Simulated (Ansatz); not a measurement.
**GeH₄ (SMILES [GeH4]): functionals against CCSD(T) at one geometry**

The atoms stand at a structure displaced at random from a GFN2-xTB minimum. How far do the functionals agree with CCSD(T) there?

Method: single points in def2-TZVPP; program: Ansatz 0.2.0, Gaussian basis.

Correlated methods freeze the cores. Filled d shells of the heavier atoms are correlated.

**1. The system as given**

SMILES `[GeH4]`, 5 atoms, charge 0, spin multiplicity 1.

Atoms are counted from 1 here; the program's logs count them from 0.

Bond lengths: Ge1–H3 1.495 Å, Ge1–H4 1.262 Å. Angles: H3–Ge1–H4 105.3°.

As a file:

```
Ge   -0.0225   -0.0642    0.0045
H     1.3530   -0.8311    0.5255
H    -1.3241    0.2965    0.6455
H    -0.3234   -0.4960   -1.1424
H     0.4143    1.5089   -0.4209
```

**2. CCSD(T)/def2-TZVPP**

Input file run/in.yaml:

```yaml
crystal:
  periodic: [false, false, false]
  atoms:
    - {symbol: Ge, position_ang: [-0.022500, -0.064200, 0.004500]}
    - {symbol: H, position_ang: [1.353000, -0.831100, 0.525500]}
    - {symbol: H, position_ang: [-1.324100, 0.296500, 0.645500]}
    - {symbol: H, position_ang: [-0.323400, -0.496000, -1.142400]}
    - {symbol: H, position_ang: [0.414300, 1.508900, -0.420900]}
basis:
  gaussian: {orbitals: def2-TZVPP}
correlation: {method: ccsd_t}
output: {forces: true}
```

The command line of these runs was not kept.

**3. PBE0-D4/def2-TZVPP**

run/in.yaml, as its differences from that of step 2:

```diff
@@ -10,3 +10,3 @@
   gaussian: {orbitals: def2-TZVPP}
-correlation: {method: ccsd_t}
-output: {forces: true}
+hamiltonian: {xc: pbe0, dispersion: d4}
+output: {forces: true, orbitals: {seedname: orbitals}}
```

**4. wB97M-V/def2-TZVPP**

run/in.yaml, as its differences from that of step 3:

```diff
@@ -10,3 +10,3 @@
   gaussian: {orbitals: def2-TZVPP}
-hamiltonian: {xc: pbe0, dispersion: d4}
-output: {forces: true, orbitals: {seedname: orbitals}}
+hamiltonian: {xc: {name: wB97M-V}}
+output: {forces: true}
```

**5. r2SCAN-D4/def2-TZVPP**

run/in.yaml, as its differences from that of step 4:

```diff
@@ -10,3 +10,3 @@
   gaussian: {orbitals: def2-TZVPP}
-hamiltonian: {xc: {name: wB97M-V}}
+hamiltonian: {xc: r2scan, dispersion: d4}
 output: {forces: true}
```

**6. PBE-D4/def2-TZVPP**

run/in.yaml, as its differences from that of step 5:

```diff
@@ -10,3 +10,3 @@
   gaussian: {orbitals: def2-TZVPP}
-hamiltonian: {xc: r2scan, dispersion: d4}
+hamiltonian: {xc: pbe, dispersion: d4}
 output: {forces: true}
```

**7. revPBE-D4/def2-TZVPP**

run/in.yaml, as its differences from that of step 6:

```diff
@@ -10,3 +10,3 @@
   gaussian: {orbitals: def2-TZVPP}
-hamiltonian: {xc: pbe, dispersion: d4}
+hamiltonian: {xc: {name: revPBE}, dispersion: d4}
 output: {forces: true}
```

**8. CAM-B3LYP-D4/def2-TZVPP**

run/in.yaml, as its differences from that of step 7:

```diff
@@ -10,3 +10,3 @@
   gaussian: {orbitals: def2-TZVPP}
-hamiltonian: {xc: {name: revPBE}, dispersion: d4}
+hamiltonian: {xc: {name: CAM-B3LYP}, dispersion: d4}
 output: {forces: true}
```

(Steps that only read results are left out.)

Before running it: what results should come out? Wanted: energy less free atoms, CCSD(T)/def2-TZVPP; RMS force component; RMS force error; HOMO and LUMO, PBE0-D4; T1 diagnostic.

As calculated:

| quantity | value |
| --- | --- |
| energy less free atoms, CCSD(T)/def2-TZVPP | -1081.1 kJ/mol |
| RMS force component | 3.238 to 3.290 eV/Å over the methods |
| RMS force error | PBE0-D4 0.060, wB97M-V 0.027, r2SCAN-D4 0.033, PBE-D4 0.139, revPBE-D4 0.162, CAM-B3LYP-D4 0.018 eV/Å |
| HOMO and LUMO, PBE0-D4 | -8.67 and -0.19 eV |
| T1 diagnostic | 0.013 |

What this shows: Against CCSD(T) the functionals' energies less atoms differ by -9.4 to +40.6 kJ/mol, PBE-D4 by +26.0 kJ/mol. The reference is not at the basis limit: in triple zeta CCSD(T) underbinds, which counts against methods that bind more; the gaps are no ranking. The forces of CAM-B3LYP-D4 come nearest to CCSD(T), those of revPBE-D4 are farthest. Frozen-core CCSD(T) forces in triple zeta carry basis errors of their own, and this is one geometry, so small gaps rank nothing.
